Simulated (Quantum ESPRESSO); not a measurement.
# MoSe3 in Quantum ESPRESSO: the effect of functional

Crystal: MoSe3.

```xyz
4
Lattice="3.6973 0.0000 0.0000 0.0000 3.6973 0.0000 0.0000 0.0000 9.6674" Properties=species:S:1:pos:R:3 pbc="T T T"
Mo    0.0000    0.0000    0.0000
Se    1.8486    1.8486    7.3682
Se    0.0000    0.0000    4.8337
Se    1.8486    1.8486    2.2992
```

The cell was built by a generator and needn't be a form met in nature.

Alike in all runs:

- Program: Quantum ESPRESSO 7.5
- Task: phonons
- Cutoff: 1170 eV
- Density cutoff: 4680 eV
- k mesh: 2 × 2 × 2, shifted
- Occupations: fermi-dirac, width 0.05 eV
- Spin: no spin polarisation

Each run relaxes the cell or the atoms first.

```csv
functional,potentials or basis,relaxed volume (Å³/atom),highest phonon frequency (cm⁻¹)
LDA,PseudoDojo 0.4.1 SR LDA standard,16.53,275
PBE,PseudoDojo 0.4.1 SR PBE standard,17.52,260
PBEsol,PseudoDojo 0.4.1 SR PBEsol standard,16.81,271
BLYP,PseudoDojo 0.4.1 SR PBE standard,?,?
RPBE,PseudoDojo 0.4.1 SR PBE standard,17.89,255
PW91,PseudoDojo 0.4.1 SR PBE standard,17.58,257
vdW-DF-cx,PseudoDojo 0.4.1 SR PBE standard,16.94,268
```

Question: What does the run with functional BLYP give?

Answer: Relaxed volume 18.88 Å³/atom; highest phonon frequency 240 cm⁻¹.

Caveats: all runs use coarse meshes; the volume moved by over 15 % at a fixed basis, so the end points are rough; some modes are imaginary (some runs); the potentials were made for another functional, which shifts forces and pressure (some runs); the mesh is thin for the phonons of a metal (some runs); before the sum rule the acoustic modes lie tens of cm⁻¹ from zero, a sign that the density grid also shifts the optical modes (some runs).
